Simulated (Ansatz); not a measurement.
# CHFGa (doublet): from Hartree-Fock to the top rungs, cc-pVDZ

How much of the correlation energy of CHFGa (doublet) does each wave-function method recover here?

The runs use Ansatz 0.2.0, Gaussian basis; cc-pVDZ, core rule «outside noble gas», up to 16 orbitals frozen.

Plan: UHF; CCSD(T) on ROHF; CCSD(T) on UHF; BCCD(T) on ROHF; CISD; CCSDT(Q) on ROHF; CCSDT(Q) on UHF; CASSCF and MRCISD+Q, 9 electrons in 9 orbitals; CASSCF and NEVPT2, 9 electrons in 9 orbitals.

21 further runs of the same task are left out: 2 for a known fault of the program, 6 that didn't finish, 13 set aside as unsound or not needed.

### Step 1. The geometry

The geometry is a PBE0/def2-TZVP stationary point (not a proven minimum). No spin-orbit coupling is included. The filled d shell of Ga may be among the frozen orbitals whatever the setting's name suggests; the logs give the count.

4 atoms, charge 0, spin multiplicity 2.

Atoms are counted from 1 here; the program's logs count them from 0.

Bond lengths: F1–C2 1.349 Å, C2–Ga3 2.047 Å, C2–H4 1.098 Å. Angles: F1–C2–Ga3 120.2°, F1–C2–H4 108.9°, Ga3–C2–H4 131.0°.

As a file:

```csv
atom,x (Å),y (Å),z (Å)
F1,0.0000,-0.3591,2.1394
C2,0.0000,0.5643,1.1556
Ga3,0.0000,-0.0220,-0.8053
H4,0.0000,1.5648,1.6079
```

### Step 2. UHF

Contents of in.yaml:

```yaml
crystal:
  periodic: [false, false, false]
  atoms:
    - {symbol: F, position_ang: [0.000000, -0.359122, 2.139411]}
    - {symbol: C, position_ang: [0.000000, 0.564320, 1.155573]}
    - {symbol: Ga, position_ang: [0.000000, -0.021978, -0.805262]}
    - {symbol: H, position_ang: [0.000000, 1.564793, 1.607875]}
basis:
  gaussian: {orbitals: cc-pVDZ}
magnetization: {spin_polarized: true, initial_magnetization: 1}
hamiltonian: {xc: hf}
output: {orbitals: {seedname: orbitals}}
```

Run with:

```console
> ansatz run in.yaml --threads 1 --pin off --events-out ev --progress --plain --max-ram 2393MiB
```

The runs that follow: CCSD(T) on ROHF; CCSD(T) on UHF; BCCD(T) on ROHF; CISD; CCSDT(Q) on ROHF; CCSDT(Q) on UHF; CASSCF and MRCISD+Q, 9 electrons in 9 orbitals; CASSCF and NEVPT2, 9 electrons in 9 orbitals.

**Question.** What will the summary of the whole plan be? Wanted: UCCSDT(Q) below the RHF energy; RMP2 from UCCSDT(Q); UMP2 from UCCSDT(Q); RCCSD from UCCSDT(Q); RCCSD(T) from UCCSDT(Q); UCCSD(T) from UCCSDT(Q); RCCSDT(Q) from UCCSDT(Q); MRCISD+Q frontier from UCCSDT(Q); T1 diagnostic.

The runs gave:

```
                         quantity                      value
   UCCSDT(Q) below the RHF energy                -10.4460 eV
              RMP2 from UCCSDT(Q)              +104.7 kJ/mol
              UMP2 from UCCSDT(Q)              +107.0 kJ/mol
             RCCSD from UCCSDT(Q)               +27.7 kJ/mol
          RCCSD(T) from UCCSDT(Q)                +4.8 kJ/mol
          UCCSD(T) from UCCSDT(Q)                +4.8 kJ/mol
         RCCSDT(Q) from UCCSDT(Q)                +0.3 kJ/mol
 MRCISD+Q frontier from UCCSDT(Q)               +10.3 kJ/mol
levels within 1 kcal/mol (43 meV)  RCCSDT, UCCSDT, RCCSDT(Q)
                    T1 diagnostic                      0.022
```

In words: RCCSD(T) lands +4.8 kJ/mol from the yardstick (0.5 % of the correlation energy). These misses are within one basis, not against nature; the frozen cores of restricted and unrestricted runs differ, which can shift their rows.
